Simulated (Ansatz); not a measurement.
# GeSO: the cost of one run

Code: Ansatz 0.2.0. PAW datasets, plane waves. No spin polarisation. The prototype was imposed, so other structures may be more stable.

### Step 1. The cell

The unstrained cell was relaxed with r2SCAN; in each strained cell the atoms were relaxed again with r2SCAN. Names of k-points are those of the unstrained zone, where strain can split equivalent points. First state: no strain.

In-plane lattice: a = 3.158 Å, b = 3.158 Å, γ = 120.0°; thickness between the outer nuclei 2.32 Å. Around Ge lie 3 O at 2.04 Å and 3 S at 2.31 Å; around O lie 3 Ge at 2.04 Å; around S lie 3 Ge at 2.31 Å.

Structure file:

```cif
data_structure
_symmetry_space_group_name_H-M 'P 1'
_symmetry_Int_Tables_number 1
_cell_length_a 3.1581
_cell_length_b 3.1581
_cell_length_c 28.6527
_cell_angle_alpha 90.000
_cell_angle_beta 90.000
_cell_angle_gamma 120.000
_cell_volume 247.49
loop_
_atom_site_label
_atom_site_type_symbol
_atom_site_fract_x
_atom_site_fract_y
_atom_site_fract_z
_atom_site_occupancy
Ge1 Ge 0.00000 0.00000 0.32002 1
O1 O 0.33333 0.66667 0.35167 1
S1 S 0.66667 0.33333 0.27063 1
```
Two periodic directions, a and b.

### Step 2. No strain: PBE

input.yaml

```yaml
crystal:
  lattice:
    - [3.1581355834, 0.0, 0.0]
    - [-1.5790677917, 2.7350256438, 0.0]
    - [0.0, 0.0, 28.6526853976]
  atoms:
    - { symbol: Ge, position: [0.0, 0.0, 0.3200238484] }
    - { symbol: O, position: [0.3333333333, 0.6666666667, 0.3516694104] }
    - { symbol: S, position: [0.6666666667, 0.3333333333, 0.2706267934] }
  periodic: [true, true, false]
kpoints:
  mp_grid: { grid: [12, 12, 1] }
  band_path:
    path: [[0.0, 0.0, 0.0], [0.5, 0.0, 0.0], [0.3333333333, 0.3333333333, 0.0]]
    npoints: 1
hamiltonian:
  xc: pbe
scf:
  occupations: { method: fermi_dirac, width: 0.02 }
  n_extra_bands: 4
output:
  forces: true
  stress: true
  eigenvalues: true
```

On the command line:

```
ansatz run input.yaml --threads 4 --pin off --max-ram 5529MiB --backend cpu --events-out ev --progress --plain --runs-dir out
```

**Question.** How long does this run take on 4 threads of Intel Xeon at 2.50GHz (Skylake/Cascade Lake), shared host, and how much memory does it need?

About 20 s, with a peak of 0.54 GiB.
